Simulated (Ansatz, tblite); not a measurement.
**(NaF)3 ring (Na3F3): one state, many levels**

Aim: run the singlet of (NaF)3 ring (Na3F3) at one geometry on many levels, and compare frontier levels, spin and run time.

Program: Ansatz 0.2.0, Gaussian basis. Level of theory: as each input shows. These are calculated values, not measurements.

Plan: GFN1-xTB, GFN2-xTB, PBE-D4/def2-TZVP, r2SCAN-D4/def2-TZVP, ωB97M-V/def2-TZVP, PBE-QIDH/def2-TZVP, BLYP-D4/def2-TZVP, B97M-V/def2-TZVP, revPBE-D4/def2-TZVP, BHLYP-D4/def2-TZVP, LDA/def2-TZVP, PBE-D4/def2-SVP, PBE0-D4/def2-SVP, CCSD(T)/def2-TZVPP, MP2/def2-TZVP, RPA/def2-TZVP.

2 further runs of the same task are left out: 2 set aside as unsound or not needed.

## 1. The relaxed structure

The geometry is that of the singlet, from an earlier relaxation (PBE-D4/def2-SVP).

6 atoms, charge 0, spin multiplicity 1.

Bond lengths: Na1–F2 2.037 Å, Na1–F6 2.037 Å, F2–Na3 2.037 Å, Na3–F4 2.037 Å, F4–Na5 2.037 Å, Na5–F6 2.037 Å. Angles: F2–Na1–F6 122.9°, Na1–F2–Na3 117.1°, F2–Na3–F4 122.9°, Na3–F4–Na5 117.1°, F4–Na5–F6 122.9°, Na1–F6–Na5 117.1°.

As a file:

```mol
F3Na3
  3D, bonds by distance, orders not assigned

  6  6  0  0  0  0  0  0  0  0999 V2000
    1.6366    1.1444    0.1973 Na  0  0
   -0.0617    1.6960    1.1770 F   0  0
   -1.6963    0.5031    0.9466 Na  0  0
   -1.6845   -1.1779   -0.2032 F   0  0
    0.0598   -1.6476   -1.1438 Na  0  0
    1.7461   -0.5182   -0.9739 F   0  0
  1  2  8  0
  1  6  8  0
  2  3  8  0
  3  4  8  0
  4  5  8  0
  5  6  8  0
M  END
```

PBE0-D4/def2-TZVP was run before; its log isn't repeated, and its numbers join the tables.

## 2. GFN1-xTB

Tight binding, by tblite at 300 K electronic temperature and without a spin-polarisation term:

```python
tblite.interface.Calculator('GFN1-xTB', numbers, positions, charge=0, uhf=0).singlepoint()
```

Energy -448.7821 eV, HOMO -9.87 eV, LUMO -5.64 eV; 0.013 s.

## 3. GFN2-xTB

Tight binding, by tblite at 300 K electronic temperature and without a spin-polarisation term:

```python
tblite.interface.Calculator('GFN2-xTB', numbers, positions, charge=0, uhf=0).singlepoint()
```

Energy -411.5145 eV, HOMO -10.05 eV, LUMO -7.46 eV; 0.003 s.

## 4. PBE-D4/def2-TZVP

start.molden holds the orbitals of an earlier run on this state, given as this run's starting guess.

File in.yaml:

```yaml
crystal:
  periodic: [false, false, false]
  atoms:
    - {symbol: Na, position_ang: [1.636577, 1.144435, 0.197342]}
    - {symbol: F, position_ang: [-0.061683, 1.696042, 1.176954]}
    - {symbol: Na, position_ang: [-1.696270, 0.503143, 0.946604]}
    - {symbol: F, position_ang: [-1.684529, -1.177871, -0.203228]}
    - {symbol: Na, position_ang: [0.059816, -1.647581, -1.143772]}
    - {symbol: F, position_ang: [1.746098, -0.518167, -0.973899]}
basis:
  gaussian: {orbitals: def2-TZVP, initial_orbitals: start.molden}
hamiltonian: {xc: pbe, dispersion: d4}
scf: {omitted_lower_state_checks: [starts]}
output: {forces: true, orbitals: {seedname: orbitals}}
```

The run is started by

```console
$ ansatz run in.yaml --threads 4 --pin off --events-out ev --progress --plain --max-ram 3916MiB
```

The runs that follow: r2SCAN-D4/def2-TZVP; ωB97M-V/def2-TZVP; PBE-QIDH/def2-TZVP; BLYP-D4/def2-TZVP; B97M-V/def2-TZVP; revPBE-D4/def2-TZVP; BHLYP-D4/def2-TZVP; LDA/def2-TZVP; PBE-D4/def2-SVP; PBE0-D4/def2-SVP; CCSD(T)/def2-TZVPP; MP2/def2-TZVP; RPA/def2-TZVP.

Before running them: what should the planned runs give, taken together? Wanted: gap in def2-TZVP, named functionals, smallest and largest; correlation energy, CCSD(T)/def2-TZVPP; correlation energy, MP2/def2-TZVP; PBE0 total energy, smallest basis above largest.

As calculated:

| quantity | value |
| --- | --- |
| gap in def2-TZVP, named functionals, smallest and largest | 4.94 eV (revPBE-D4), 10.69 eV (ωB97M-V) |
| correlation energy, CCSD(T)/def2-TZVPP | -36.74 eV |
| correlation energy, MP2/def2-TZVP | -35.75 eV |
| PBE0 total energy, smallest basis above largest | 14.92 eV (def2-SVP, def2-TZVP) |

Orbital gaps of the named functionals in def2-TZVP span 4.94 eV (revPBE-D4) to 10.69 eV (ωB97M-V); exact exchange widens it.
